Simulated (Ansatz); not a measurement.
Crystal: InAg3.

```
In Ag
1.0
     3.08552    0.00000    0.00000
    -1.54276    2.67214    0.00000
     0.00000    0.00000    9.47326
In Ag
1 3
Direct
  0.00000 0.00000 0.00000
  0.33333 0.66667 0.74681
  0.33333 0.66667 0.25320
  0.00000 0.00000 0.50000
```

The cell comes from a database or a generator and needn't be the stable form of this composition.

Base run:

| Item | Value |
| --- | --- |
| Program | Ansatz 0.2.0 |
| Functional | PBEsol |
| Potentials or basis | all-electron LAPW, scalar-relativistic |
| Cutoff | 231 eV |
| Density cutoff | 924 eV |
| Basis error allowed | 0.001 eV/atom |
| k mesh | 10 × 10 × 3 |
| Occupations | fermi-dirac, width 0.05 eV |
| Spin | no spin polarisation |

Its results: pressure -5.9 GPa; largest force 0.177 eV/Å.

Q: The run is repeated on the same cell with these changes: functional from PBEsol to LDA; basis error allowed from 0.001 eV/atom to 0.002 eV/atom. What comes out?

A: Pressure -9.4 GPa; largest force 0.214 eV/Å.

Not every run made on this cell is shown here.
